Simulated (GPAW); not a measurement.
## Al3Pd: relaxation of cell and atoms with PBEsol

The system is Al3Pd.

```
CELL_PARAMETERS angstrom
3.94691 0.00000 0.00000
0.00000 3.94691 0.00000
0.00000 0.00000 3.94691
ATOMIC_POSITIONS crystal
Pd 0.00000 0.00000 0.00000
Al 0.50000 0.50000 0.00000
Al 0.50000 0.00000 0.50000
Al 0.00000 0.50000 0.50000
```

The cell comes from a database or a generator and needn't be the stable form of this composition.

| Item | Value |
| --- | --- |
| Program | GPAW 26.7.0 |
| Task | relaxation of cell and atoms |
| Functional | PBEsol |
| Potentials or basis | PAW data sets generated in the run's folder for this functional |
| Cutoff | 600 eV |
| Basis | pw |
| k mesh | 7 × 7 × 7 |
| Occupations | fermi-dirac, width 0.05 eV |
| Spin | no spin polarisation |
| Maxiter | 150 |
| Optimizer | BFGS |
| Fmax | 0.02 eV/Å |
| Max steps | 60 |
| Convergence | density=1e-05 forces=0.0001 |

The relaxed volume is 15.17 Å³/atom. The relaxed cell is a = 3.929 Å, b = 3.929 Å, c = 3.929 Å, α = 90.00°, β = 90.00°, γ = 90.00° and the space group after relaxing (to 0.05 Å) is Pm-3m (No. 221). The energy gained by relaxing is 1.0 meV/atom and the ionic steps are 3. The pressure after relaxing is 0.0 GPa and the band gap on the k mesh is none (metal or under the smearing width).

The path:
| step | energy change (eV) | largest force (eV/Å) | pressure (GPa) | volume (Å³) |
| --- | --- | --- | --- | --- |
| 1 | 0.0000 | 0.0000 | -1.50 | 61.49 |
| 2 | -0.0008 | 0.0000 | -1.33 | 61.39 |
| 3 | -0.0039 | 0.0000 | 0.02 | 60.67 |

Final structure:
```
Pd Al
1.0
     3.92930    0.00000    0.00000
     0.00000    3.92930    0.00000
     0.00000    0.00000    3.92930
Pd Al
1 3
Direct
  0.00000 0.00000 0.00000
  0.50000 0.50000 0.00000
  0.50000 0.00000 0.50000
  0.00000 0.50000 0.50000
```

Levels at points of the mesh, in eV from the Fermi level:
```csv
k point,band 10,band 11,band 12,band 13,band 14,band 15
"(0.00, 0.00, 0.00)",-2.38,-2.38,-2.38,-0.01,1.82,1.82
```

It took 64 s on 1 thread of Intel(R) Xeon(R) Platinum 8259CL CPU @ 2.50GHz (Skylake/Cascade Lake) (shared host), peak memory 0.2 GiB.

Caveat: later steps reuse the first step's grids.
